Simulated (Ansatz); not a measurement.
# Al2O3: the cost of one run

Program: Ansatz 0.2.0. Level of theory: DFT LDA, scalar-relativistic, plane waves, PAW. These are calculated values, not measurements.

1 further run of the same task is left out (set aside as unsound or not needed).

### Step 1. The system as given

It takes space group Pnnm (No. 58, orthorhombic). The conventional cell has a = 4.593 Å, b = 9.573 Å, c = 2.975 Å, α = 90.00°, β = 90.00°, γ = 90.00°. Al (site symmetry m) has 4 O at 1.67 to 1.79 Å in its first shell of neighbours. Around O (site symmetry m) lie 3 Al at 1.78 to 1.79 Å. O (site symmetry 2/m) is surrounded by 2 Al at 1.67 Å.

Structure file:

```
Al O
1.0
     4.59259    0.00000    0.00000
     0.00000    9.57312    0.00000
     0.00000    0.00000    2.97459
Al O
4 6
Direct
  0.41388 0.33100 0.50000
  0.58612 0.66900 0.50000
  0.91388 0.16900 0.00000
  0.08612 0.83100 0.00000
  0.73156 0.22269 0.50000
  0.00000 0.00000 0.00000
  0.76844 0.72269 0.00000
  0.23156 0.27731 0.00000
  0.26844 0.77731 0.50000
  0.50000 0.50000 0.50000
```

It goes back to an entry of the Materials Project, which need not be the stable form.

It is the result of an earlier relaxation at this level (volume 13.08 Å³/atom; gap on the mesh: 3.47 eV).

### Step 2. The reference: the undisturbed cell on the scan's mesh

input.yaml reads:

```yaml
crystal:
  lattice:
    - [4.5925857122, 0.0, 0.0]
    - [0.0, 9.5731211374, 0.0]
    - [0.0, 0.0, 2.9745879034]
  atoms:
    - { symbol: Al, position: [0.4138788494, 0.3309999366, 0.5] }
    - { symbol: Al, position: [0.5861211506, 0.6690000634, 0.5] }
    - { symbol: Al, position: [0.9138788494, 0.1690000634, 0.0] }
    - { symbol: Al, position: [0.0861211506, 0.8309999366, 0.0] }
    - { symbol: O, position: [0.7315554251, 0.2226862107, 0.5] }
    - { symbol: O, position: [0.0, 0.0, 0.0] }
    - { symbol: O, position: [0.7684445749, 0.7226862107, 0.0] }
    - { symbol: O, position: [0.2315554251, 0.2773137893, 0.0] }
    - { symbol: O, position: [0.2684445749, 0.7773137893, 0.5] }
    - { symbol: O, position: [0.5, 0.5, 0.5] }
basis:
  ecutwfc: 420
kpoints:
  mp_grid: { grid: [6, 4, 8] }
hamiltonian:
  xc: lda
scf:
  occupations: { method: gaussian, width: 0.05 }
output:
  forces: true
  stress: true
  eigenvalues: true
```

Started as:

```console
ansatz run input.yaml --threads 2 --pin off --max-ram 5120MiB --backend cpu --events-out ev --progress --plain --runs-dir out
```

What time and memory should one allow on 2 threads of Intel Xeon Platinum 8259CL at 2.50GHz (Skylake/Cascade Lake), shared host?

About 8 s, with a peak of 0.53 GiB.
